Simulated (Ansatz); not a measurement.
# CH5BO (SMILES CBO) at CCSD/6-311+G(d,p)

What is the electronic atomisation energy of CH5BO at CCSD/6-311+G**? 

Program for the calculation: Ansatz 0.2.0.

57 further runs of the same task are left out: 57 set aside as unsound or not needed.

## 1. The system as given

CH5BO: 8 atoms, total charge 0, spin state singlet. SMILES: `CBO`. The shape is that of a PBE0-D4/def2-TZVP optimisation. This is one conformer, not always the lowest.

Bond lengths: C1–B2 1.559 Å, B2–O3 1.357 Å, C1–H4 1.092 Å, C1–H5 1.096 Å, C1–H6 1.096 Å, B2–H7 1.207 Å, O3–H8 0.960 Å. Angles: C1–B2–O3 119.4°, C1–B2–H7 121.8°, O3–B2–H7 118.7°, B2–C1–H4 113.4°, B2–C1–H5 110.2°, B2–C1–H6 110.2°, B2–O3–H8 113.1°, H4–C1–H5 108.7°, H4–C1–H6 108.7°, H5–C1–H6 105.3°.

## 2. A single-point energy at CCSD/6-311+G(d,p)

Input file molecule.yaml:

```yaml
crystal:
  periodic: [false, false, false]
  atoms:
    - {symbol: C, position_ang: [-0.618600, 0.710300, -0.324600]}
    - {symbol: B, position_ang: [0.508800, -0.240100, 0.180200]}
    - {symbol: O, position_ang: [0.240700, -1.558300, 0.355600]}
    - {symbol: H, position_ang: [-1.568300, 0.201200, -0.499400]}
    - {symbol: H, position_ang: [-0.308500, 1.205100, -1.251900]}
    - {symbol: H, position_ang: [-0.780500, 1.520100, 0.395700]}
    - {symbol: H, position_ang: [1.620500, 0.163100, 0.420800]}
    - {symbol: H, position_ang: [0.998200, -2.058400, 0.667700]}
basis:
  gaussian:
    orbitals: 6-311+G_st__st_.json
correlation:
  method: ccsd
  frozen_orbitals: {B: 1, C: 1, H: 0, O: 1}
accuracy: high
scf:
  omitted_lower_state_checks: [cluster_reference, increment]
```

The basis set 6-311+G** is read from a file made from the Basis Set Exchange's data (not shown).

The run is started by

```bash
ansatz run molecule.yaml --threads 1 --pin off --max-ram 3480MiB --events-out events.jsonl --progress --plain --runs-dir runs
```

Log, cut to the lines that bear on the results:

```text
Warning: RAYON_NUM_THREADS=1 ignored (pool sized by the plan → 1); use --threads N
Functional definition: HF
  name "HF"
[...]
1917 factors; integrals over basis functions are off by at most 3.6e-9 eV
[...]
mean field -3821.06118660 eV, -140.4214085993 hartree, gradient 2.5e-8 eV, S^2 0.000000; 0 other end points of the search recorded, 0 dependent functions left out
3 core orbitals not correlated: weight in the atoms' cores, before any rotation towards them, 1.000 or more for the frozen orbitals, at most 0.000 for the correlated occupied ones
reference -3821.06118660 eV, -140.4214085993 hartree; 9, 9 occupied and 84, 84 virtual orbitals, 1917 factors
second order -12.28050983 eV of doubles, -0.00000000 eV of singles
cycle   1  -12.70343082 eV  change   -4.2e-1 eV  update   7.9e-2
[...]
cycle  19  -13.10257396 eV  change   1.9e-10 eV  update   2.0e-9
Total energy: -3834.16376057 eV, -140.9029193113 hartree
Checks for a lower state left out: cluster_reference, increment
```

It took 14 s on 1 thread of Arm Neoverse V1, shared host; peak memory 0.71 GiB.

## 3. The B atom at the same level

Input file job.yaml:

```yaml
crystal:
  periodic: [false, false, false]
  atoms:
    - {symbol: B, position_ang: [0.000000, 0.000000, 0.000000]}
basis:
  gaussian:
    orbitals: 6-311+G_st__st_.json
magnetization:
  spin_polarized: true
  initial_magnetization: 1
correlation:
  method: ccsd
  frozen_orbitals: {B: 1}
accuracy: high
scf:
  omitted_lower_state_checks: [cluster_reference, increment]
```

The basis set 6-311+G** is read from a file made from the Basis Set Exchange's data (not shown).

Run the same way, it converges to -24.59125 Eh (log not shown).

## 4. The C atom

Input file molecule.yaml:

```yaml
crystal:
  periodic: [false, false, false]
  atoms:
    - {symbol: C, position_ang: [0.000000, 0.000000, 0.000000]}
basis:
  gaussian: {orbitals: 6-311+G_st__st_.json}
magnetization: {spin_polarized: true, initial_magnetization: 2}
correlation: {method: ccsd, frozen_orbitals: {C: 1}}
accuracy: high
scf: {omitted_lower_state_checks: [cluster_reference, increment]}
```

The basis set 6-311+G** is read from a file made from the Basis Set Exchange's data (not shown).

The run is started by

```bash
ansatz run molecule.yaml --threads 1 --pin off --max-ram 3480MiB --events-out events.jsonl --progress --plain --runs-dir runs
```

Log, cut to the lines that bear on the results:

```text
Warning: RAYON_NUM_THREADS=1 ignored (pool sized by the plan → 1); use --threads N
Functional definition: HF
  name "HF"
[...]
169 factors; integrals over basis functions are off by at most 2.6e-9 eV
[...]
mean field -1025.58544423 eV, -37.6895699085 hartree, gradient 1.3e-8 eV, S^2 2.007777; 3 other end points of the search recorded, 0 dependent functions left out
1 core orbitals not correlated: weight in the atoms' cores, before any rotation towards them, 1.000 or more for the frozen orbitals, at most 0.000 for the correlated occupied ones
reference -1025.58544423 eV, -37.6895699085 hartree; 3, 1 occupied and 18, 20 virtual orbitals, 169 factors
second order -1.53210116 eV of doubles, -0.00000000 eV of singles
cycle   1  -1.90681744 eV  change   -3.7e-1 eV  update   4.5e-2
[...]
cycle  16  -2.09336269 eV  change   2.6e-11 eV  update  2.8e-10
Total energy: -1027.67880692 eV, -37.7664995685 hartree
Checks for a lower state left out: cluster_reference, increment
```

Run time: 0.22 s. Hardware: 1 thread of Arm Neoverse V1, shared host.

## 5. The H atom: a single-point energy at UHF/6-311+G(d,p)

Input file job.yaml:

```yaml
crystal:
  periodic: [false, false, false]
  atoms:
    - {symbol: H, position_ang: [0.000000, 0.000000, 0.000000]}
basis:
  gaussian: {orbitals: 6-311+G_st__st_.json}
accuracy: high
hamiltonian: {xc: hf}
magnetization: {spin_polarized: true, initial_magnetization: 1}
```

The basis set 6-311+G** is read from a file made from the Basis Set Exchange's data (not shown).

The run is started by

```bash
ansatz run job.yaml --threads 1 --pin off --max-ram 3480MiB --events-out events.jsonl --progress --plain --runs-dir runs
```

Log:

```text
Warning: RAYON_NUM_THREADS=1 ignored (pool sized by the plan → 1); use --threads N
Functional definition: HF
  name "HF"
  exchange = exact_x
  correlation = 0
21 factors; integrals over basis functions are off by at most 2.5e-9 eV
mean field evaluation 1: about -13.5530 eV, gradient 1.7e0 eV
mean field evaluation 2: about -13.5530 eV, gradient 1.7e0 eV
mean field evaluation 4: about -13.6006 eV, gradient 3.0e-3 eV
mean field evaluation 8: about -13.6005 eV, gradient 1.7e-12 eV
mean field -13.60051793 eV, -0.4998098153 hartree, gradient 8.0e-8 eV, S^2 0.750000; 0 other end points of the search recorded, 0 dependent functions left out
reference -13.60051793 eV, -0.4998098153 hartree; 1, 0 occupied and 5, 6 virtual orbitals, 21 factors
Total energy: -13.60051793 eV, -0.4998098153 hartree
```

Wall time 0.04 s (1 thread of Arm Neoverse V1, shared host).

## 6. The O atom, same level

Input file molecule.yaml:

```yaml
crystal:
  periodic: [false, false, false]
  atoms:
    - {symbol: O, position_ang: [0.000000, 0.000000, 0.000000]}
basis:
  gaussian:
    orbitals: 6-311+G_st__st_.json
magnetization:
  spin_polarized: true
  initial_magnetization: 2
correlation:
  method: ccsd
  frozen_orbitals: {O: 1}
accuracy: high
scf:
  omitted_lower_state_checks: [cluster_reference, increment]
```

The basis set 6-311+G** is read from a file made from the Basis Set Exchange's data (not shown).

Run the same way, it converges to -74.93665 Eh (log not shown).

## 7. What came out

At CCSD/6-311+G**, 3 core orbitals frozen:

```
                                             quantity          value
                               molecule: total energy  -140.90292 Eh
molecule: correlation energy (3 core orbitals frozen)     -481.5 mEh
                              molecule: T1 diagnostic          0.013
                                 B atom: total energy   -24.59125 Eh
   B atom: correlation energy (1 core orbital frozen)      -60.9 mEh
            B atom: ⟨S²⟩ of the reference determinant          0.757
                                B atom: T1 diagnostic          0.012
                                 C atom: total energy   -37.76650 Eh
   C atom: correlation energy (1 core orbital frozen)      -76.9 mEh
            C atom: ⟨S²⟩ of the reference determinant          2.008
                                C atom: T1 diagnostic          0.008
                                 H atom: total energy    -0.49981 Eh
                                         H atom: ⟨S²⟩          0.750
                                 O atom: total energy   -74.93665 Eh
   O atom: correlation energy (1 core orbital frozen)     -129.2 mEh
            O atom: ⟨S²⟩ of the reference determinant          2.008
                                O atom: T1 diagnostic          0.008
                        electronic atomisation energy      30.190 eV
```

What this shows: Taking the molecule apart into free atoms costs 30.19 eV (2913 kJ/mol), before zero-point energy and without spin-orbit coupling.
